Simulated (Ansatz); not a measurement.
**CHGeO (quartet): from Hartree-Fock to the top rungs at a displaced geometry (v1), cc-pVDZ**

One table from this session's results is given with a row withheld; the runs are named, their logs left out.

Computed with Ansatz 0.2.0, Gaussian basis. Level: cc-pVDZ, core rule «outside noble gas», up to 16 orbitals frozen.

The runs, in order: UHF; CCSD(T) on ROHF; CCSD(T) on UHF; BCCD(T) on ROHF; CISD; CCSDT(Q) on ROHF; CCSDT(Q) on UHF.

22 further runs of the same task are left out: 11 that didn't finish, 11 set aside as unsound or not needed.

**What is computed**

The geometry is a PBE0/def2-TZVP stationary point (not a proven minimum) with its atoms shifted at random (size 0.040 Å). No spin-orbit coupling is included. The filled d shell of Ge may be among the frozen orbitals whatever the setting's name suggests; the logs give the count.

4 atoms, charge 0, spin multiplicity 4.

Atoms are counted from 1 here; the program's logs count them from 0.

Bond lengths: C1–Ge2 1.962 Å, Ge2–O3 1.787 Å, O3–H4 0.912 Å. Angles: C1–Ge2–O3 102.2°, Ge2–O3–H4 117.7°.

Set-up of the first run:

Contents of in.yaml:

```yaml
crystal:
  periodic: [false, false, false]
  atoms:
    - {symbol: C, position_ang: [-0.006271, -1.028156, 1.509730]}
    - {symbol: Ge, position_ang: [-0.007104, 0.323596, 0.087053]}
    - {symbol: O, position_ang: [0.040860, -0.680982, -1.390460]}
    - {symbol: H, position_ang: [-0.061917, -0.259787, -2.192521]}
basis:
  gaussian: {orbitals: cc-pVDZ}
magnetization: {spin_polarized: true, initial_magnetization: 3}
hamiltonian: {xc: hf}
output: {orbitals: {seedname: orbitals}}
```

The run is started by

```sh
$ ansatz run in.yaml --threads 1 --pin off --events-out ev --progress --plain --max-ram 2393MiB
```

Steps of the session up to this table: UHF; CCSD(T) on ROHF; CCSD(T) on UHF; BCCD(T) on ROHF; CISD; CCSDT(Q) on ROHF; CCSDT(Q) on UHF.

One table of the session follows, with a row left open; its other results are not shown here.

| method | from UCCSDT(Q) (meV) |
| --- | --- |
| ROHF | +10077.7 |
| UHF | +10003.0 |
| RMP2 | +1283.3 |
| UMP2 | +1260.2 |
| RCCSD | +379.0 |
| UCCSD | +374.4 |
| RCCSD(T) | +84.8 |
| UCCSD(T) | +82.2 |
| BCCD(T) | ? |
| RCCSDT | +37.1 |
| UCCSDT | +34.9 |
| RCCSDT(Q) | +6.6 |
| UCCSDT(Q) | 0 |

Q: Estimate the row for BCCD(T) from the others.

The run gave: from UCCSDT(Q) (meV): +76.5. In the column «from UCCSDT(Q) (meV)» it lies between RCCSDT (+37.1) and UCCSD(T) (+82.2).

Not comparable, so not listed: CISD (they don't share determinant, frozen orbitals or solution with the rows shown, or repeat one).

Caveats from the session: Restricted and unrestricted rows rest on different reference determinants; where their highest levels disagree by more than a few hundredths of an eV, they describe different states and don't form one ladder.
